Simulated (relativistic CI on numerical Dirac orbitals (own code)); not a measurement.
# Co³⁺ (3d6) in crystal fields: levels and magnetism

Aim: the levels, ground state and powder susceptibility of Co³⁺ in 6 parametric crystal fields.

The numbers are computed with relativistic CI on numerical Dirac orbitals (own code) version 1 (Dirac-Coulomb-Breit CI, KLI orbitals optimised for each configuration, model QED (radiative potential, 1s self-energy scaled to tabulated hydrogen-like ionisation energies), valence Slater integrals scaled by 0.75, one configuration in a parametric crystal field), except any that are marked as measured or tabulated.

## 1. Starting point

* ion: Co³⁺ (Co IV)
* nuclear charge: 27
* electrons: 24
* open shell: 3d6
* Slater scale: 0.75
* field 1 (cm⁻¹): Oh, 10Dq = 23950
* field 2 (cm⁻¹): Oh, 10Dq = 27250
* field 3 (cm⁻¹): Oh, 10Dq = 30500
* field 4 (cm⁻¹): Oh, 10Dq = 33800
* field 5 (cm⁻¹): Oh, 10Dq = 37100
* field 6 (cm⁻¹): Oh, 10Dq = 40400

The outer shells:

[Ar] 3d6
```
[Ar] core
3d [↑↓][↑ ][↑ ][↑ ][↑ ]
```

## 2. Field 1: Oh, 10Dq = 23950

Settings, as recorded:

```ini
atom Co  Z=27  charge=3  electrons=24
nucleus A=59  rms_radius_fm=3.7875
hamiltonian dirac-coulomb  breit=on  qed=on  c_scale=1
orbitals kli  potential=per-configuration
slater_scale 0.75
correlation none
mixing on
configurations
  [Ar] 3d6
end
crystal_field Oh 10Dq=23950
```

## 3. Field 2: Oh, 10Dq = 27250

Settings: those of step 2 with these lines changed.

```diff
@@ -10,2 +10,2 @@
 end
-crystal_field Oh 10Dq=23950
+crystal_field Oh 10Dq=27250
```

## 4. Field 3: Oh, 10Dq = 30500

Settings: those of step 3 with these lines changed.

```diff
@@ -10,2 +10,2 @@
 end
-crystal_field Oh 10Dq=27250
+crystal_field Oh 10Dq=30500
```

## 5. Field 4: Oh, 10Dq = 33800

Settings: those of step 4 with these lines changed.

```diff
@@ -10,2 +10,2 @@
 end
-crystal_field Oh 10Dq=30500
+crystal_field Oh 10Dq=33800
```

## 6. Field 5: Oh, 10Dq = 37100

Settings: those of step 5 with these lines changed.

```diff
@@ -10,2 +10,2 @@
 end
-crystal_field Oh 10Dq=33800
+crystal_field Oh 10Dq=37100
```

## 7. Field 6: Oh, 10Dq = 40400

Settings: those of step 6 with these lines changed.

```diff
@@ -10,2 +10,2 @@
 end
-crystal_field Oh 10Dq=37100
+crystal_field Oh 10Dq=40400
```

(Steps that only read results are left out.)

**Question.** What will these runs give? Wanted: ground spin.

As calculated:

| field | ground state | degeneracy | S | J | first gap (cm⁻¹) | stabilisation (cm⁻¹) | χT at 2 K | χT at 300 K |
| --- | --- | --- | --- | --- | --- | --- | --- | --- |
| 1: Oh | A1 | 1 | 0.02 | 4.61 | 13096 | -24052 | 0.000 | 0.062 |
| 2: Oh | A1 | 1 | 0.01 | 4.60 | 16428 | -31792 | 0.000 | 0.054 |
| 3: Oh | A1 | 1 | 0.01 | 4.59 | 19651 | -39443 | 0.000 | 0.048 |
| 4: Oh | A1 | 1 | 0.01 | 4.58 | 22920 | -47231 | 0.000 | 0.043 |
| 5: Oh | A1 | 1 | 0.00 | 4.57 | 26191 | -55036 | 0.000 | 0.038 |
| 6: Oh | A1 | 1 | 0.00 | 4.56 | 29464 | -62853 | 0.000 | 0.035 |

χT is in cm³ K/mol; stabilisation counts from the free ion's lowest level; S and J come from the expectation values of their squares.

```
                           quantity                                                 value
ground spin (effective S from ⟨S²⟩)  1: 0.02, 2: 0.01, 3: 0.01, 4: 0.01, 5: 0.00, 6: 0.00
                        χT at 300 K                                0.04 to 0.06 cm³ K/mol
```

All fields leave the ground state at S = 0. Fields 1, 2, 3, 4, 5, 6 leave a non-degenerate ground state well apart, so χT falls towards zero on cooling. The field is a set of parameters, without covalency or charge transfer.
